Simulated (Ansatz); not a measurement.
This was printed by a script on the Python package of Ansatz (0.2.0), for an equation of state with a fit of LuCd, space group Pm-3m. What did the script look like? Level of theory (first run): PBEsol, PAW, cutoff 272 eV, 8×8×8 k-points, Methfessel-Paxton smearing of 0.01 eV.

```
Lu Cd
1.0
     3.64099    0.00000    0.00000
     0.00000    3.64099    0.00000
     0.00000    0.00000    3.64099
Lu Cd
1 1
Cartesian
  1.8205 1.8205 1.8205
  0.0000 0.0000 0.0000
```

```console
$ python run_eos.py
DeckWarning: basis.ecutwfc = 272.11386245988 eV is below the records' recommended 420 eV, and the density's cutoff is lower with it unless basis.ecutrho_ratio is high enough to keep the records' density cutoff: compare with a run at a higher cutoff
V =  21.2379 A^3/atom  F = -11397.61935 eV/atom
V =  22.2032 A^3/atom  F = -11397.66105 eV/atom
V =  23.1686 A^3/atom  F = -11397.67710 eV/atom
V =  24.1340 A^3/atom  F = -11397.67426 eV/atom
V =  25.0993 A^3/atom  F = -11397.65865 eV/atom
V =  26.0647 A^3/atom  F = -11397.63128 eV/atom
V =  27.0300 A^3/atom  F = -11397.59613 eV/atom
V0 = 23.5023 A^3/atom, B0 = 68.4 GPa, dB/dP = 5.88
```
(Warnings from the package without file and line.)

The script that was run (others could print the same):

The script, `run_eos.py`:
```python
# -*- coding: utf-8 -*-
"""Equation of state of LuCd."""

from dataclasses import dataclass

import ansatz as az
import numpy as np


@dataclass
class Options:
    xc: str = "pbesol"
    filling: str = "methfessel_paxton"
    kmesh: tuple[int, ...] = (8, 8, 8)


cfg = Options()

vectors0 = np.array([
    [3.64099005, 0.0, 0.0],
    [0.0, 3.64099005, 0.0],
    [0.0, 0.0, 3.64099005],
])
sites = [
    ("Lu", (0.5, 0.5, 0.5)),
    ("Cd", (0.0, 0.0, 0.0)),
]


def build(cell):
    crystal = az.Crystal(lattice=az.Lattice.of(cell))
    for symbol, position in sites:
        crystal = crystal.atom(symbol, position)
    return crystal


def main():
    # uniform scaling of the cell
    volumes, energies = [], []
    for scale in np.linspace(0.88, 1.12, 7):
        cell = vectors0 * scale ** (1 / 3)
        calculation = build(cell).calculation()
        calculation = calculation.functional(cfg.xc)
        calculation = calculation.basis(10 * az.Ha, xc_grid=1).accuracy("low")
        calculation = calculation.occupations(cfg.filling, width=10 * az.meV).scf(lower_state_search="off")
        calculation = calculation.kpoints(*cfg.kmesh)
        summary = calculation.run(threads=1, pin="off").report
        volumes.append(abs(np.linalg.det(cell)) / len(sites))
        energies.append(summary["free_energy_ev"] / len(sites))
        print(f"V = {volumes[-1]:8.4f} A^3/atom  F = {energies[-1]:.5f} eV/atom")

    # third-order Birch-Murnaghan: a cubic in V^(-2/3)
    x = np.array(volumes) ** (-2 / 3)
    poly = np.polynomial.Polynomial.fit(x, energies, 3).convert()
    roots = poly.deriv().roots()
    x0 = min((r.real for r in roots if abs(r.imag) < 1e-9 and poly.deriv(2)(r.real) > 0), key=lambda r: abs(r - x.mean()))
    v0 = x0 ** -1.5
    b0 = 4 / 9 * poly.deriv(2)(x0) * v0 ** (-7 / 3) * 160.21766
    b1 = 4 + 2 / 3 * x0 * poly.deriv(3)(x0) / poly.deriv(2)(x0)
    print(f"V0 = {v0:.4f} A^3/atom, B0 = {b0:.1f} GPa, dB/dP = {b1:.2f}")


if __name__ == "__main__":
    main()
```

A third-order Birch-Murnaghan fit through the 7 points has its minimum at 23.50 Å³ an atom, 2.6 % below the typed cell, with a bulk modulus of 68 GPa. From that minimum the energy rises by 58.8 meV an atom on the compressed side and 82.1 meV on the expanded side.

The settings weren't tested for convergence. The cutoff lies under the one recommended for these potentials. Under the recommended cutoff a pressure can be off by several GPa, even in sign. For a metal this k-point mesh is coarse: on a finer one energies can move by several to tens of meV an atom and pressures by half a GPa or more, differences at one mesh by less. This cell is a computed structure, which may not be the phase found in nature. It ran for 8.4 s on 1 thread of Intel(R) Xeon(R) Processor @ 2.30GHz, with other jobs on the host, peak memory 0.5 GiB.
